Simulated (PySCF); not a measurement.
# CH7GeN: NMR shifts at several levels of theory

How much do the NMR shifts of CH7GeN (`[CH3][GeH2][NH2]`) depend on the level of theory, and what does each level cost?

The runs use PySCF 2.14.0, with density-fitted response routines of our own; the level of theory stands in each step. All values are computed, except where a source is named. Atoms count from 0, in the outputs and in this text.

### 1 The starting structure

10 atoms, charge 0, multiplicity 1; geometry from: PBE0-D3(BJ)/def2-SVP.

Bonds of the start (Å): C0–Ge1 1.95, Ge1–N2 1.84, C0–H3 1.10, C0–H4 1.10, C0–H5 1.10, Ge1–H6 1.54, Ge1–H7 1.55, N2–H8 1.02, N2–H9 1.02.

### 2 Shielding tensors: PBE0/6-31G*

The job: settings as JSON, then the geometry in Å.

```
{"job": {"kind": "nmr", "xc": "PBE0", "basis": "6-31G*", "pop": true}, "charge": 0, "multiplicity": 1}
C     -1.313176    -0.179095     0.395468
Ge     0.383669     0.666046    -0.045257
N      1.712311    -0.579551     0.237585
H     -2.139462     0.542504     0.318516
H     -1.277569    -0.574028     1.420710
H     -1.518572    -1.012067    -0.293296
H      0.697409     1.840941     0.902852
H      0.326739     1.214821    -1.497530
H      1.655352    -1.391774    -0.372222
H      2.653446    -0.201281     0.161016
```

Level: GIAO PBE0/6-31G* NMR shielding, non-relativistic, gas phase.

On the command line:

```bash
$ OMP_NUM_THREADS=1 python probes_run.py task.json out
```

The driver reads the jobs from task.json and runs them one after another.

Output:

```text
coarse grid: 35024 points
cycle   1  E = -2173.3419617005  dE = -6.153e-01  |g| = 5.797e-01  |ddm| = 2.669e+00
cycle   2  E = -2173.2924772415  dE =  4.948e-02  |g| = 7.512e-01  |ddm| = 9.742e-01
cycle   3  E = -2173.4024770821  dE = -1.100e-01  |g| = 6.567e-02  |ddm| = 6.171e-01
cycle   4  E = -2173.4034185680  dE = -9.415e-04  |g| = 2.187e-02  |ddm| = 7.063e-02
cycle   5  E = -2173.4035187369  dE = -1.002e-04  |g| = 3.393e-03  |ddm| = 2.011e-02
cycle   6  E = -2173.4035221371  dE = -3.400e-06  |g| = 8.115e-04  |ddm| = 4.366e-03
final grid: 72848 points
cycle   7  E = -2173.4035398421  dE =  1.851e-08  |g| = 8.522e-04  |ddm| = 1.332e-03
cycle   8  E = -2173.4035397694  dE =  7.279e-08  |g| = 9.890e-04  |ddm| = 1.406e-03
cycle   9  E = -2173.4035399998  dE = -2.305e-07  |g| = 7.060e-05  |ddm| = 8.090e-04
cycle  10  E = -2173.4035400008  dE = -9.395e-10  |g| = 1.338e-05  |ddm| = 5.565e-05
converged SCF energy = -2173.4035400008

GIAO shielding tensors (ppm)
atom      isotropic    diamagn.    paramagn.     s11        s22        s33       span
  0 C      195.075     247.810     -52.735    185.565    198.289    201.372     15.806
  1 Ge    1579.674    2758.672   -1178.998   1483.796   1567.875   1687.351    203.554
  2 N      262.442     314.005     -51.563    233.295    260.108    293.924     60.629
  3 H       31.844      29.015       2.830     26.723     28.566     40.245     13.522
  4 H       31.483      29.177       2.306     26.254     28.981     39.213     12.959
  5 H       31.647      29.697       1.950     26.637     29.606     38.697     12.059
  6 H       27.098      29.122      -2.024     21.030     22.201     38.062     17.032
  7 H       26.754      29.203      -2.449     19.922     22.194     38.145     18.223
  8 H       33.082      29.541       3.541     24.703     30.045     44.499     19.795
  9 H       32.817      28.719       4.098     24.092     28.774     45.586     21.494
```

Run time: 5 s. Hardware: 1 thread of Arm Neoverse V2, shared host; peak memory 0.41 GiB.

The references, computed at this level on geometries of the same kind, shield at (ppm): 1H TMS 31.96, 13C TMS 194.1, 15N NH3 259.4, 73Ge GeMe4 1541. Their shielding less the atom's gives the shift. The references are single molecules in the gas phase, so shifts against H2O, NH3, PH3, H3PO4 or CFCl3 are not on the usual liquid scales and can be off by tens of ppm. Atoms listed in one row are averaged.

```
     atoms                               environment  σ (ppm)  δ (ppm)
        C0                methyl carbon bonded to Ge    195.1     -0.9
    H6, H7    hydrogen on a germanium bonded to C, N    26.93     5.04
H3, H4, H5  hydrogen on a methyl carbon bonded to Ge    31.66     0.31
    H8, H9       hydrogen on a nitrogen bonded to Ge    32.95    -0.99
       Ge1             germanium bonded to C, N, 2 H     1580      -39
        N2                nitrogen bonded to Ge, 2 H    262.4     -3.1
```

The run also stored atomic charges by several schemes (e):

```
atoms  Mulliken    IAO  Hirshfeld  ESP fit
   C0     -0.65  -0.67      -0.18    -0.50
  Ge1      0.24   0.72       0.32     0.56
   N2     -0.85  -0.79      -0.32    -0.97
```

Mayer bond orders: C0–Ge1 1.00, Ge1–N2 1.07.

### 3 Shielding tensors: PBE0/def2-SVP

The job, as its differences from that of step 2:

```diff
@@ -1,2 +1,2 @@
-{"job": {"kind": "nmr", "xc": "PBE0", "basis": "6-31G*", "pop": true}, "charge": 0, "multiplicity": 1}
+{"job": {"kind": "nmr", "xc": "PBE0", "basis": "def2-SVP", "pop": true}, "charge": 0, "multiplicity": 1}
 C     -1.313176    -0.179095     0.395468
```

Level: GIAO PBE0/def2-SVP NMR shielding, non-relativistic, gas phase.

Output:

```text
coarse grid: 35024 points
cycle   1  E = -2173.3102282097  dE = -6.426e-01  |g| = 5.587e-01  |ddm| = 2.907e+00
cycle   2  E = -2173.2620226933  dE =  4.821e-02  |g| = 7.291e-01  |ddm| = 1.060e+00
cycle   3  E = -2173.3673407905  dE = -1.053e-01  |g| = 6.499e-02  |ddm| = 6.791e-01
cycle   4  E = -2173.3682610720  dE = -9.203e-04  |g| = 2.170e-02  |ddm| = 7.549e-02
cycle   5  E = -2173.3683572494  dE = -9.618e-05  |g| = 3.453e-03  |ddm| = 2.098e-02
cycle   6  E = -2173.3683607076  dE = -3.458e-06  |g| = 1.030e-03  |ddm| = 4.642e-03
final grid: 72848 points
cycle   7  E = -2173.3683669462  dE =  6.351e-08  |g| = 1.149e-03  |ddm| = 1.876e-03
cycle   8  E = -2173.3683667990  dE =  1.472e-07  |g| = 1.361e-03  |ddm| = 2.092e-03
cycle   9  E = -2173.3683672427  dE = -4.438e-07  |g| = 8.666e-05  |ddm| = 1.191e-03
cycle  10  E = -2173.3683672441  dE = -1.362e-09  |g| = 1.412e-05  |ddm| = 7.355e-05
cycle  11  E = -2173.3683672442  dE = -6.594e-11  |g| = 3.043e-06  |ddm| = 1.643e-05
converged SCF energy = -2173.3683672442

GIAO shielding tensors (ppm)
atom      isotropic    diamagn.    paramagn.     s11        s22        s33       span
  0 C      196.321     246.491     -50.171    187.550    199.309    202.104     14.554
  1 Ge    1527.522    2755.184   -1227.663   1427.419   1511.612   1643.534    216.115
  2 N      267.562     309.228     -41.666    237.864    265.919    298.903     61.040
  3 H       31.260      29.165       2.095     26.422     27.795     39.563     13.141
  4 H       30.915      29.539       1.376     26.000     28.090     38.655     12.656
  5 H       31.029      30.218       0.811     26.318     28.558     38.212     11.894
  6 H       26.762      29.162      -2.400     20.826     21.915     37.546     16.719
  7 H       26.341      29.325      -2.984     19.755     21.769     37.499     17.745
  8 H       32.117      30.736       1.381     23.887     28.727     43.736     19.850
  9 H       31.912      29.281       2.631     23.406     27.608     44.723     21.318
```

Run time: 6 s. Hardware: 1 thread of Arm Neoverse V2, shared host; peak memory 0.47 GiB.

Key values: δ C0 -2.6, Ge1 -69, N2 2.3, H6 4.79, H3 0.27 ppm (means over like atoms).

### 4 Nuclear shieldings: PBE0/def2-TZVP

The job, as its differences from that of step 3:

```diff
@@ -1,2 +1,2 @@
-{"job": {"kind": "nmr", "xc": "PBE0", "basis": "def2-SVP", "pop": true}, "charge": 0, "multiplicity": 1}
+{"job": {"kind": "nmr", "xc": "PBE0", "basis": "def2-TZVP", "pop": true}, "charge": 0, "multiplicity": 1}
 C     -1.313176    -0.179095     0.395468
```

Method: GIAO PBE0/def2-TZVP NMR shielding, non-relativistic, gas phase.

Output:

```text
coarse grid: 35024 points
cycle   1  E = -2173.6643634402  dE = -6.172e-01  |g| = 7.796e-01  |ddm| = 2.162e+00
cycle   2  E = -2173.5939641051  dE =  7.040e-02  |g| = 1.012e+00  |ddm| = 9.816e-01
cycle   3  E = -2173.7407744512  dE = -1.468e-01  |g| = 9.098e-02  |ddm| = 6.407e-01
cycle   4  E = -2173.7423976014  dE = -1.623e-03  |g| = 2.929e-02  |ddm| = 7.547e-02
cycle   5  E = -2173.7425523597  dE = -1.548e-04  |g| = 4.912e-03  |ddm| = 2.201e-02
cycle   6  E = -2173.7425591188  dE = -6.759e-06  |g| = 1.160e-03  |ddm| = 5.297e-03
final grid: 72848 points
cycle   7  E = -2173.7425668065  dE =  9.938e-08  |g| = 1.332e-03  |ddm| = 2.268e-03
cycle   8  E = -2173.7425665405  dE =  2.661e-07  |g| = 1.670e-03  |ddm| = 1.961e-03
cycle   9  E = -2173.7425672450  dE = -7.045e-07  |g| = 1.043e-04  |ddm| = 1.115e-03
cycle  10  E = -2173.7425672467  dE = -1.709e-09  |g| = 2.368e-05  |ddm| = 7.045e-05
cycle  11  E = -2173.7425672468  dE = -1.264e-10  |g| = 2.967e-06  |ddm| = 1.840e-05
converged SCF energy = -2173.7425672468

GIAO shielding tensors (ppm)
atom      isotropic    diamagn.    paramagn.     s11        s22        s33       span
  0 C      190.535     245.873     -55.338    181.445    193.409    196.750     15.305
  1 Ge    1429.493    2759.926   -1330.433   1317.721   1412.975   1557.784    240.063
  2 N      262.023     310.462     -48.439    232.298    261.529    292.242     59.944
  3 H       31.402      28.962       2.440     26.705     27.979     39.523     12.818
  4 H       31.128      29.129       1.999     26.519     28.497     38.368     11.848
  5 H       31.228      29.617       1.611     26.696     28.830     38.157     11.460
  6 H       26.736      28.890      -2.154     20.731     22.070     37.407     16.677
  7 H       26.225      28.909      -2.684     19.721     21.662     37.292     17.571
  8 H       32.383      30.318       2.065     24.633     29.075     43.441     18.809
  9 H       32.161      29.306       2.855     24.034     27.919     44.529     20.495
```

Wall time 11 s (1 thread of Arm Neoverse V2, shared host); peak memory 0.81 GiB.

Key values: δ C0 -3.9, Ge1 -56, N2 3.9, H6 5.00, H3 0.23 ppm (means over like atoms).

### 5 Nuclear shieldings: PBE0/cc-pVDZ

The job, as its differences from that of step 4:

```diff
@@ -1,2 +1,2 @@
-{"job": {"kind": "nmr", "xc": "PBE0", "basis": "def2-TZVP", "pop": true}, "charge": 0, "multiplicity": 1}
+{"job": {"kind": "nmr", "xc": "PBE0", "basis": "cc-pVDZ", "pop": true}, "charge": 0, "multiplicity": 1}
 C     -1.313176    -0.179095     0.395468
```

Level: GIAO PBE0/cc-pVDZ NMR shielding, non-relativistic, gas phase.

Output:

```text
coarse grid: 35024 points
cycle   1  E = -2173.6161998146  dE = -5.859e-01  |g| = 4.787e-01  |ddm| = 5.266e+00
cycle   2  E = -2173.5727453219  dE =  4.345e-02  |g| = 6.346e-01  |ddm| = 1.694e+00
cycle   3  E = -2173.6684555760  dE = -9.571e-02  |g| = 5.797e-02  |ddm| = 9.689e-01
cycle   4  E = -2173.6691932644  dE = -7.377e-04  |g| = 2.153e-02  |ddm| = 1.177e-01
cycle   5  E = -2173.6693109945  dE = -1.177e-04  |g| = 3.639e-03  |ddm| = 4.149e-02
cycle   6  E = -2173.6693146534  dE = -3.659e-06  |g| = 6.484e-04  |ddm| = 8.664e-03
final grid: 72848 points
cycle   7  E = -2173.6693285707  dE = -4.310e-08  |g| = 5.960e-04  |ddm| = 3.604e-03
cycle   8  E = -2173.6693285662  dE =  4.477e-09  |g| = 6.262e-04  |ddm| = 2.925e-03
cycle   9  E = -2173.6693286609  dE = -9.469e-08  |g| = 1.138e-04  |ddm| = 1.366e-03
cycle  10  E = -2173.6693286639  dE = -3.008e-09  |g| = 5.905e-06  |ddm| = 1.933e-04
cycle  11  E = -2173.6693286639  dE = -2.137e-11  |g| = 2.136e-06  |ddm| = 1.362e-05
converged SCF energy = -2173.6693286639

GIAO shielding tensors (ppm)
atom      isotropic    diamagn.    paramagn.     s11        s22        s33       span
  0 C      198.792     244.895     -46.103    189.903    201.887    204.585     14.682
  1 Ge    1608.100    2756.259   -1148.159   1513.488   1594.341   1716.472    202.984
  2 N      270.001     307.293     -37.292    240.298    267.943    301.760     61.462
  3 H       31.211      28.885       2.326     26.448     27.819     39.364     12.916
  4 H       30.903      29.257       1.645     26.117     28.067     38.524     12.407
  5 H       30.998      29.905       1.094     26.382     28.531     38.081     11.699
  6 H       26.740      29.201      -2.461     20.724     21.857     37.637     16.913
  7 H       26.342      29.406      -3.064     19.722     21.700     37.605     17.884
  8 H       32.239      30.635       1.603     24.047     28.929     43.740     19.693
  9 H       31.986      29.358       2.629     23.502     27.737     44.720     21.218
```

It took 6.5 s on 1 thread of Arm Neoverse V2, shared host; peak memory 0.48 GiB.

In short: δ C0 -2.0, Ge1 -65, N2 3.1, H6 4.75, H3 0.25 ppm (means over like atoms).

### 6 Nuclear shieldings: PBE0/cc-pVTZ

The job, as its differences from that of step 5:

```diff
@@ -1,2 +1,2 @@
-{"job": {"kind": "nmr", "xc": "PBE0", "basis": "cc-pVDZ", "pop": true}, "charge": 0, "multiplicity": 1}
+{"job": {"kind": "nmr", "xc": "PBE0", "basis": "cc-pVTZ", "pop": true}, "charge": 0, "multiplicity": 1}
 C     -1.313176    -0.179095     0.395468
```

Method: GIAO PBE0/cc-pVTZ NMR shielding, non-relativistic, gas phase.

Output:

```text
coarse grid: 35024 points
cycle   1  E = -2173.7120236098  dE = -6.162e-01  |g| = 6.220e-01  |ddm| = 5.624e+00
cycle   2  E = -2173.6531934491  dE =  5.883e-02  |g| = 8.047e-01  |ddm| = 1.734e+00
cycle   3  E = -2173.7781827748  dE = -1.250e-01  |g| = 9.185e-02  |ddm| = 1.066e+00
cycle   4  E = -2173.7798037372  dE = -1.621e-03  |g| = 2.458e-02  |ddm| = 1.453e-01
cycle   5  E = -2173.7799175653  dE = -1.138e-04  |g| = 6.404e-03  |ddm| = 4.162e-02
cycle   6  E = -2173.7799281960  dE = -1.063e-05  |g| = 1.363e-03  |ddm| = 1.192e-02
cycle   7  E = -2173.7799285743  dE = -3.782e-07  |g| = 2.866e-04  |ddm| = 2.370e-03
final grid: 72848 points
cycle   8  E = -2173.7799477706  dE = -3.101e-08  |g| = 2.889e-04  |ddm| = 2.402e-03
cycle   9  E = -2173.7799477693  dE =  1.326e-09  |g| = 3.206e-04  |ddm| = 7.862e-04
cycle  10  E = -2173.7799477874  dE = -1.804e-08  |g| = 2.480e-05  |ddm| = 3.942e-04
cycle  11  E = -2173.7799477875  dE = -1.319e-10  |g| = 8.371e-06  |ddm| = 4.645e-05
converged SCF energy = -2173.7799477875

GIAO shielding tensors (ppm)
atom      isotropic    diamagn.    paramagn.     s11        s22        s33       span
  0 C      190.583     242.227     -51.645    181.150    193.665    196.933     15.783
  1 Ge    1470.180    2755.429   -1285.249   1360.960   1454.067   1595.512    234.553
  2 N      263.972     302.471     -38.499    232.634    261.505    297.777     65.143
  3 H       31.165      28.932       2.233     26.339     27.715     39.442     13.103
  4 H       30.899      29.107       1.792     26.119     28.219     38.360     12.242
  5 H       30.981      29.671       1.310     26.341     28.557     38.044     11.703
  6 H       26.710      28.890      -2.180     20.751     22.020     37.359     16.609
  7 H       26.237      29.042      -2.805     19.731     21.656     37.326     17.595
  8 H       32.014      30.576       1.438     24.026     28.511     43.505     19.479
  9 H       31.785      29.562       2.224     23.451     27.355     44.550     21.099
```

Wall time 17 s (1 thread of Arm Neoverse V2, shared host); peak memory 0.91 GiB.

This run: δ C0 -3.3, Ge1 -55, N2 2.8, H6 4.82, H3 0.28 ppm (means over like atoms).

### 7 NMR shieldings: PBE0/aug-cc-pVDZ

The job, as its differences from that of step 6:

```diff
@@ -1,2 +1,2 @@
-{"job": {"kind": "nmr", "xc": "PBE0", "basis": "cc-pVTZ", "pop": true}, "charge": 0, "multiplicity": 1}
+{"job": {"kind": "nmr", "xc": "PBE0", "basis": "aug-cc-pVDZ", "pop": true}, "charge": 0, "multiplicity": 1}
 C     -1.313176    -0.179095     0.395468
```

With the program's defaults for keys left out, this is: GIAO PBE0/aug-cc-pVDZ NMR shielding, non-relativistic, gas phase.

Output:

```text
coarse grid: 35024 points
cycle   1  E = -2173.6290904614  dE = -5.985e-01  |g| = 4.822e-01  |ddm| = 5.937e+00
cycle   2  E = -2173.5777604639  dE =  5.133e-02  |g| = 6.621e-01  |ddm| = 1.750e+00
cycle   3  E = -2173.6817203874  dE = -1.040e-01  |g| = 6.892e-02  |ddm| = 1.009e+00
cycle   4  E = -2173.6827665304  dE = -1.046e-03  |g| = 2.191e-02  |ddm| = 1.502e-01
cycle   5  E = -2173.6828878135  dE = -1.213e-04  |g| = 4.381e-03  |ddm| = 4.638e-02
cycle   6  E = -2173.6828928273  dE = -5.014e-06  |g| = 7.989e-04  |ddm| = 1.111e-02
final grid: 72848 points
cycle   7  E = -2173.6829018351  dE = -6.281e-08  |g| = 7.892e-04  |ddm| = 7.478e-03
cycle   8  E = -2173.6829017976  dE =  3.750e-08  |g| = 9.030e-04  |ddm| = 3.796e-03
cycle   9  E = -2173.6829019879  dE = -1.903e-07  |g| = 1.577e-04  |ddm| = 1.836e-03
cycle  10  E = -2173.6829019938  dE = -5.835e-09  |g| = 8.480e-06  |ddm| = 2.799e-04
cycle  11  E = -2173.6829019938  dE = -2.365e-11  |g| = 3.507e-06  |ddm| = 2.394e-05
converged SCF energy = -2173.6829019938

GIAO shielding tensors (ppm)
atom      isotropic    diamagn.    paramagn.     s11        s22        s33       span
  0 C      197.456     201.909      -4.453    187.740    200.360    204.268     16.527
  1 Ge    1592.866    2750.985   -1158.119   1488.870   1574.652   1715.076    226.206
  2 N      264.119     292.106     -27.987    240.400    263.702    288.255     47.854
  3 H       31.211      30.703       0.508     26.477     27.790     39.365     12.888
  4 H       30.952      27.157       3.795     26.307     28.302     38.247     11.940
  5 H       31.032      27.104       3.929     26.479     28.597     38.022     11.543
  6 H       26.634      24.885       1.749     20.561     21.947     37.393     16.832
  7 H       26.081      25.288       0.793     19.503     21.437     37.302     17.798
  8 H       32.098      31.922       0.176     24.357     28.760     43.177     18.820
  9 H       31.911      33.237      -1.326     23.818     27.665     44.250     20.432
```

Run time: 11 s. Hardware: 1 thread of Arm Neoverse V2, shared host; peak memory 0.75 GiB.

In short: δ C0 -2.3, Ge1 -79, N2 5.7, H6 5.04, H3 0.33 ppm (means over like atoms).

### 8 Nuclear shieldings: PBE0/pcSseg-0

The job, as its differences from that of step 7:

```diff
@@ -1,2 +1,2 @@
-{"job": {"kind": "nmr", "xc": "PBE0", "basis": "aug-cc-pVDZ", "pop": true}, "charge": 0, "multiplicity": 1}
+{"job": {"kind": "nmr", "xc": "PBE0", "basis": "pcSseg-0", "pop": true}, "charge": 0, "multiplicity": 1}
 C     -1.313176    -0.179095     0.395468
```

Level: GIAO PBE0/pcSseg-0 NMR shielding, non-relativistic, gas phase.

Output:

```text
coarse grid: 35024 points
cycle   1  E = -2171.0459756040  dE = -1.127e+00  |g| = 4.245e-01  |ddm| = 2.871e+00
cycle   2  E = -2171.0176108809  dE =  2.836e-02  |g| = 5.431e-01  |ddm| = 1.070e+00
cycle   3  E = -2171.0854384126  dE = -6.783e-02  |g| = 5.095e-02  |ddm| = 6.743e-01
cycle   4  E = -2171.0859217664  dE = -4.834e-04  |g| = 2.184e-02  |ddm| = 7.779e-02
cycle   5  E = -2171.0860388025  dE = -1.170e-04  |g| = 2.660e-03  |ddm| = 2.370e-02
cycle   6  E = -2171.0860405684  dE = -1.766e-06  |g| = 4.768e-04  |ddm| = 4.613e-03
final grid: 72848 points
cycle   7  E = -2171.0860487636  dE = -4.904e-08  |g| = 3.764e-04  |ddm| = 1.554e-03
cycle   8  E = -2171.0860487701  dE = -6.426e-09  |g| = 3.517e-04  |ddm| = 9.950e-04
cycle   9  E = -2171.0860487999  dE = -2.985e-08  |g| = 7.103e-05  |ddm| = 4.598e-04
cycle  10  E = -2171.0860488011  dE = -1.186e-09  |g| = 6.689e-06  |ddm| = 8.215e-05
cycle  11  E = -2171.0860488011  dE = -1.637e-11  |g| = 2.792e-06  |ddm| = 1.197e-05
converged SCF energy = -2171.0860488011

GIAO shielding tensors (ppm)
atom      isotropic    diamagn.    paramagn.     s11        s22        s33       span
  0 C      196.530     256.219     -59.689    186.648    199.659    203.283     16.636
  1 Ge    1610.373    2744.634   -1134.260   1500.148   1580.934   1750.039    249.891
  2 N      275.746     317.182     -41.437    234.913    266.890    325.434     90.521
  3 H       32.835      30.765       2.070     27.787     29.273     41.443     13.656
  4 H       32.314      30.564       1.750     27.170     29.543     40.228     13.058
  5 H       32.466      30.958       1.508     27.612     30.176     39.610     11.998
  6 H       27.526      28.734      -1.208     21.281     22.680     38.618     17.337
  7 H       27.216      28.534      -1.318     20.325     22.792     38.532     18.207
  8 H       34.124      30.600       3.524     25.712     30.526     46.134     20.422
  9 H       34.032      30.491       3.542     25.291     29.214     47.593     22.302
```

It took 3.6 s on 1 thread of Arm Neoverse V2, shared host; peak memory 0.44 GiB.

Key values: δ C0 -3.0, Ge1 -62, N2 -9.7, H6 5.46, H3 0.29 ppm (means over like atoms).

### 9 Side by side: NMR shifts

Shifts (ppm), means over like atoms, with basis size and wall time:

```
             run    C0    H6    H3     H8  Ge1    N2  functions   time
     PBE0/6-31G*  -0.9  5.04  0.31  -0.99  -39  -3.1         74    5 s
   PBE0/def2-SVP  -2.6  4.79  0.27  -0.67  -69   2.3         95    6 s
  PBE0/def2-TZVP  -3.9  5.00  0.23  -0.79  -56   3.9        152   11 s
    PBE0/cc-pVDZ  -2.0  4.75  0.25  -0.82  -65   3.1         90  6.5 s
    PBE0/cc-pVTZ  -3.3  4.82  0.28  -0.61  -55   2.8        201   17 s
PBE0/aug-cc-pVDZ  -2.3  5.04  0.33  -0.61  -79   5.7        145   11 s
   PBE0/pcSseg-0  -3.0  5.46  0.29  -1.25  -62  -9.7         57  3.6 s
```

### 10 Results

| quantity | value |
| --- | --- |
| 13C shifts against TMS (PBE0/6-31G*) | -0.9 ppm |
| 1H shifts against TMS (PBE0/6-31G*, means over atoms taken as alike) | 5.04, 0.31, -0.99 ppm |
| 73Ge shifts against GeMe4 (PBE0/6-31G*) | -39 ppm |
| 15N shifts against NH3 (PBE0/6-31G*) | -3.1 ppm |
| range of the shift of Ge1 | -79 to -39 ppm |

What this shows: Single values in the summary come from the first run of each kind that ended normally (PBE0/6-31G*), which need not be the best level. At PBE0/6-31G*: The widest tensor belongs to Ge1: span 204 ppm, with a paramagnetic part of -1179 ppm. Across the 7 runs the shift of Ge1 moves most, between -79 (PBE0/aug-cc-pVDZ) and -39 ppm (PBE0/6-31G*). Part of that comes from the computed reference. Spin-orbit coupling is left out, which matters for shieldings and couplings at and beside the heavy atoms.
